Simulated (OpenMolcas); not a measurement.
**One shape, several levels: CH3BN2 (SMILES NB1C=N1)**

Wanted: a comparison of 6 runs (HF/STO-3G, HF/def2-SVP, PBE/6-31G, PBE0/def2-SVP, SVWN5/def2-SVP, r2SCAN/def2-TZVP) of CH3BN2. 

The results are computed with OpenMolcas 26.06.

5 further runs of the same task are left out: 1 that didn't finish, 4 set aside as unsound or not needed.

## 1. The molecule

CH3BN2 has 7 atoms, charge 0, and is taken as a singlet. SMILES: `NB1C=N1`. Geometry: relaxed at GFN2-xTB.

Bond lengths: N1–B2 1.376 Å, B2–C3 1.465 Å, B2–N4 1.463 Å, C3–N4 1.299 Å, N1–H5 1.005 Å, N1–H6 1.005 Å, C3–H7 1.072 Å. Angles: N1–B2–C3 159.4°, N1–B2–N4 147.9°, C3–B2–N4 52.7°, B2–C3–N4 63.6°, B2–N4–C3 63.7°, B2–N1–H5 122.8°, B2–N1–H6 123.8°, B2–C3–H7 165.6°, N4–C3–H7 130.8°, H5–N1–H6 113.4°.

## 2. Energy and forces at HF/STO-3G (run 1)

The input, struct.xyz:

```xyz
7

N     -0.743350     1.095200     0.114930
B     -0.059750    -0.081900    -0.087530
C      0.988300    -1.097550     0.037830
N      0.001630    -1.380230    -0.758700
H     -1.620320     1.299330    -0.332580
H     -0.428410     1.826820     0.728180
H      1.861900    -1.661680     0.297870
```

The input, calc.inp:

```
&GATEWAY
  BASLIB = $CurrDir
  COORD = struct.xyz
  BASIS = STO-3G
  GROUP = NoSym

&SEWARD

&SCF
  THRESHOLDS = 1e-10 1e-07 1e-07 1e-05
  PRORBITALS = 1 2

&ALASKA
```

The basis set STO-3G is read from a file made from the Basis Set Exchange's data (not shown).

Command:

```
$ export MOLCAS_MEM=1860
$ pymolcas calc.inp > calc.log
```

The program printed:

```text
--- Start Module: gateway ---
[...]
--- Stop Module: gateway /rc=_RC_ALL_IS_WELL_ ---
[...]
      Basis functions           23
[...]
--- Start Module: scf ---
[...]
       Convergence after  13 Iterations
[...]
::    Total SCF energy                               -170.9837772185
[...]
      Total spin, S                                     0.0000000000
[...]
      Total electronic charge=   28.000000
      Total            charge=   -0.000000
[...]
      Dipole Moment (debye):
      Origin of the operator (angstrom)=    0.0116   -0.3070   -0.1633
                   X=  9.5968E-02               Y=  2.1070E+00               Z=  1.2428E+00           Total=  2.4481E+00
      Quadrupole Moment (debye*angstrom):
[...]
--- Stop Module: scf /rc=_RC_ALL_IS_WELL_ ---
--- Start Module: alaska ---
[...]
 *              Molecular gradients               *
 **************************************************
  Irreducible representation: a
 ------------------------------------------------------------------------------------------
                              X                       Y                       Z
 ------------------------------------------------------------------------------------------
  N1               -6.79606190967474E-03    1.38295186562143E-02    3.17685669898027E-03
  B2               -2.99720072147867E-02    2.86885498750409E-02   -3.94532666939384E-03
  C3                1.55380053952232E-02   -3.55389427303885E-02   -9.32072607994172E-03
  N4                2.46973268893020E-02    1.62338828714859E-03    1.69715834195010E-02
  H5                1.08224282772413E-02   -2.85222058015755E-03    5.51381680648833E-03
  H6               -4.38888278731631E-03   -8.54289790764851E-03   -7.54151311302143E-03
  H7               -9.90080864998877E-03    2.79260439977747E-03   -4.85469106257519E-03
 ------------------------------------------------------------------------------------------
--- Stop Module: alaska /rc=_RC_ALL_IS_WELL_ ---
[...]
```

It took 1.8 s on 1 thread of Arm Neoverse V2, shared host; peak memory 0.37 GiB.

## 3. Energy and gradient at HF/def2-SVP (run 2)

The input, run.input:

```
>>> EXPORT MOLCAS_PRINT=2

&gateway
  baslib=$CurrDir
  coord
  7
  angstrom
  N       -0.743350       1.095200       0.114930
  B       -0.059750      -0.081900      -0.087530
  C        0.988300      -1.097550       0.037830
  N        0.001630      -1.380230      -0.758700
  H       -1.620320       1.299330      -0.332580
  H       -0.428410       1.826820       0.728180
  H        1.861900      -1.661680       0.297870
  basis=def2-SVP
  group=NoSym

&seward

&scf
  thresholds=1e-10 1e-07 1e-07 1e-05
  prorbitals=1 2

&alaska
```

The basis set def2-SVP is read from a file made from the Basis Set Exchange's data (not shown).

Command:

```
$ export MOLCAS_MEM=1860
$ pymolcas run.input > run.log
```

The program printed:

```text
--- Start Module: gateway ---
[...]
--- Stop Module: gateway /rc=_RC_ALL_IS_WELL_ ---
[...]
      Basis functions           71
[...]
--- Start Module: scf ---
[...]
       Convergence after  15 Iterations
[...]
::    Total SCF energy                               -173.0693357153
[...]
      Total spin, S                                     0.0000000000
[...]
      Total electronic charge=   28.000000
      Total            charge=   -0.000000
[...]
      Dipole Moment (debye):
      Origin of the operator (angstrom)=    0.0116   -0.3070   -0.1633
                   X=  1.9422E-01               Y=  2.4628E+00               Z=  1.5041E+00           Total=  2.8923E+00
      Quadrupole Moment (debye*angstrom):
[...]
--- Stop Module: scf /rc=_RC_ALL_IS_WELL_ ---
[...]
--- Start Module: alaska ---
[...]
 *              Molecular gradients               *
 **************************************************
  Irreducible representation: a
 ------------------------------------------------------------------------------------------
                              X                       Y                       Z
 ------------------------------------------------------------------------------------------
  N1                1.28357462033057E-02   -1.65834183108577E-02   -1.06315797335599E-03
  B2               -1.52277896081507E-02    3.24427763534731E-02    7.73202056334621E-03
  C3                3.15895851764285E-02   -6.12479504420493E-03    1.72369092219791E-02
  N4               -1.66662586978674E-02   -2.52594388397291E-02   -2.46672475371685E-02
  H5               -5.76971878426180E-03    2.38383865599778E-03   -2.22040959358960E-03
  H6                5.63821991440339E-04    6.79228529059994E-03    4.22551401128946E-03
  H7               -7.32538628095458E-03    6.34875189475381E-03   -1.24362869246042E-03
 ------------------------------------------------------------------------------------------
--- Stop Module: alaska /rc=_RC_ALL_IS_WELL_ ---
[...]
```

Wall time 4.5 s (1 thread of Arm Neoverse V2, shared host); peak memory 0.42 GiB.

Runs 3 to 5 aren't shown in full; the table further down has their settings and results.

## 4. Energy and gradient at r2SCAN/def2-TZVP (run 6)

The input, run.input:

```
>>> EXPORT MOLCAS_PRINT=2

&GATEWAY
 BasLib=$CurrDir
 BasisSet
 N.def2-TZVP....
 N1 -0.743350 1.095200 0.114930 angstrom
 N4 0.001630 -1.380230 -0.758700 angstrom
 End of Basis
 BasisSet
 B.def2-TZVP....
 B2 -0.059750 -0.081900 -0.087530 angstrom
 End of Basis
 BasisSet
 C.def2-TZVP....
 C3 0.988300 -1.097550 0.037830 angstrom
 End of Basis
 BasisSet
 H.def2-TZVP....
 H5 -1.620320 1.299330 -0.332580 angstrom
 H6 -0.428410 1.826820 0.728180 angstrom
 H7 1.861900 -1.661680 0.297870 angstrom
 End of Basis

&SEWARD
 GridInput
 Grid=UltraFine
 End of Grid

&SCF
 KSDFT=2
 1.0 MGGA_X_R2SCAN
 1.0 MGGA_C_R2SCAN
 Thresholds=1e-10 1e-07 1e-07 1e-05
 PrOrbitals=0

&ALASKA
```

The basis set def2-TZVP is read from a file made from the Basis Set Exchange's data (not shown).

Command:

```
$ export MOLCAS_MEM=1860
$ pymolcas run.input > run.log
```

The program printed:

```text
--- Start Module: gateway ---
[...]
--- Stop Module: gateway /rc=_RC_ALL_IS_WELL_ ---
[...]
      Basis functions          142
[...]
--- Start Module: scf ---
[...]
       Convergence after  15 Iterations
[...]
::    Total KS-DFT energy                            -174.2256042861
[...]
      Total spin, S                                     0.0000000000
[...]
      Total electronic charge=   28.000000
      Total            charge=   -0.000000
[...]
      Dipole Moment (debye):
      Origin of the operator (angstrom)=    0.0116   -0.3070   -0.1633
                   X=  1.2238E-01               Y=  2.3324E+00               Z=  1.3835E+00           Total=  2.7146E+00
      Quadrupole Moment (debye*angstrom):
[...]
--- Stop Module: scf /rc=_RC_ALL_IS_WELL_ ---
[...]
--- Start Module: alaska ---
[...]
 *              Molecular gradients               *
 **************************************************
  Irreducible representation: a
 ------------------------------------------------------------------------------------------
                              X                       Y                       Z
 ------------------------------------------------------------------------------------------
  N1                5.66844160103397E-03   -4.66022748856698E-03    9.58587437648317E-04
  N4                3.90012757283920E-03   -3.30034577762461E-03    7.32350657392189E-04
  B2               -1.36663637525931E-02    1.39033804016466E-02   -1.41389690002114E-03
  C3                1.26995169045294E-02   -1.47330292476027E-02    2.52766152047279E-04
  H5                1.45539902257585E-03   -3.68361625120439E-05    1.06317091046515E-03
  H6               -1.27092310749632E-03    1.04179637091617E-03   -1.78477834546609E-04
  H7               -8.78619824096560E-03    7.78526190359141E-03   -1.41450042295355E-03
 ------------------------------------------------------------------------------------------
--- Stop Module: alaska /rc=_RC_ALL_IS_WELL_ ---
[...]
```

Run time: 96 s. Hardware: 1 thread of Arm Neoverse V2, shared host; peak memory 1.1 GiB.

## 5. All runs side by side

```tsv
run	level	integration grid	energy (Eh)	dipole moment (D)	HOMO energy (eV)	LUMO energy (eV)	wall time
1	HF/STO-3G	–	-170.983777	2.45	-8.02	8.36	1.8 s
2	HF/def2-SVP	–	-173.069336	2.89	-10.07	4.36	4.5 s
3	PBE/6-31G	UltraFine	-173.975148	2.94	-4.96	-1.33	12 s
4	PBE0/def2-SVP	UltraFine	-173.925031	2.75	-6.62	-0.19	18 s
5	SVWN5/def2-SVP	UltraFine	-172.605057	2.74	-5.28	-1.65	14 s
6	r2SCAN/def2-TZVP	UltraFine	-174.225604	2.71	-5.61	-1.43	96 s
```

## 6. Outcome

```
                       quantity          value
            run 6: total energy  -174.22560 Eh
           run 6: dipole moment         2.71 D
             run 6: HOMO energy       -5.61 eV
             run 6: LUMO energy       -1.43 eV
           run 6: HOMO–LUMO gap        4.19 eV
run 6: largest force on an atom     1.005 eV/Å
```

What this shows: The dipole moment (its size) runs from 2.45 D (HF/STO-3G) to 2.94 D (PBE/6-31G). The two ends differ in method and basis. The HOMO–LUMO gap runs from 3.63 eV (SVWN5/def2-SVP) to 16.39 eV (HF/STO-3G). Totals of different functionals can't be ranked against each other. In run 1 the basis is minimal, so the values are rough. All runs together took 2.4 min, the longest 96 s.
